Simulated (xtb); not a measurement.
**C2H5ClOSi (SMILES C=C(Cl)O[SiH3]): GFN2-xTB**

Aim: a structure relaxation of C2H5ClOSi. 

The calculation is run with xtb 6.7.1.

4 further runs of the same task are left out: 2 that didn't finish, 2 set aside as unsound or not needed.

## Step 1: The molecule

C2H5ClOSi: 10 atoms, total charge 0, spin state singlet. SMILES: `C=C(Cl)O[SiH3]`. The shape comes from a force field and isn't a relaxed structure. This is one conformer, not always the lowest. The run starts from this shape.

Bond lengths: C1–C2 1.279 Å, C2–Cl3 1.708 Å, C2–O4 1.371 Å, O4–Si5 1.621 Å, C1–H6 1.115 Å, C1–H7 1.102 Å, Si5–H8 1.449 Å, Si5–H9 1.514 Å, Si5–H10 1.475 Å. Some angles: C1–C2–Cl3 116.3°, C1–C2–O4 121.9°, Cl3–C2–O4 121.8°, C2–O4–Si5 129.9°, C2–C1–H6 125.8°, C2–C1–H7 121.5°, O4–Si5–H8 112.3°, O4–Si5–H9 108.0°, O4–Si5–H10 108.0°, H6–C1–H7 112.4°.

## Step 2: A geometry optimisation at GFN2-xTB

The input, xtb.inp:

```
$chrg 0
$spin 0
$end
```

The input, struc.tmol:

```
$coord
     -2.410912589798      2.390692520264      1.906355714522  c
     -0.487549340153      1.161425676195      1.113615605242  c
      2.305465872043      1.752154062753      2.619916299181  cl
     -0.655168047408     -0.530635095795     -0.841872988521  o
      1.490615967105     -2.343638339761     -2.061502229354  si
     -2.394471972513      3.880552596919      3.397160654240  h
     -4.276261247416      2.192271277178      1.002877654339  h
      0.510415026261     -3.895292460691     -4.094658566839  h
      2.554153830044     -3.984487533773      0.028345891869  h
      3.520937715403     -0.719607708257     -3.064757828918  h
$end
```

Command:

```bash
$ xtb struc.tmol --gfn 2 --json --opt -I xtb.inp --parallel 1 > out.txt 2> xtb.err
```

**Question.** What will come out? Wanted: total energy at the end; dipole moment; HOMO energy; LUMO energy; HOMO–LUMO gap; dispersion energy; mean polarisability.

Answer, from the run:

At GFN2-xTB:

| quantity | value |
| --- | --- |
| total energy at the end | -17.21357 Eh |
| dipole moment | 0.88 D |
| HOMO energy | -10.82 eV |
| LUMO energy | -6.07 eV |
| HOMO–LUMO gap | 4.75 eV |
| dispersion energy | -17.96 kJ/mol |
| mean polarisability (D4 model) | 72.4 bohr³ |

**Reading.** At the final geometry: Bond lengths: C1–C2 1.323 Å, C2–Cl3 1.741 Å, C2–O4 1.319 Å, O4–Si5 1.647 Å, C1–H6 1.072 Å, C1–H7 1.074 Å, Si5–H8 1.453 Å, Si5–H9 1.460 Å, Si5–H10 1.461 Å. Some angles: C1–C2–Cl3 120.3°, C1–C2–O4 124.6°, Cl3–C2–O4 115.1°, C2–O4–Si5 130.9°, C2–C1–H6 121.7°, C2–C1–H7 119.8°, O4–Si5–H8 97.2°, O4–Si5–H9 109.9°, O4–Si5–H10 109.9°, H6–C1–H7 118.5°. The optimisation took 8 steps and changed the energy by -0.369 eV.
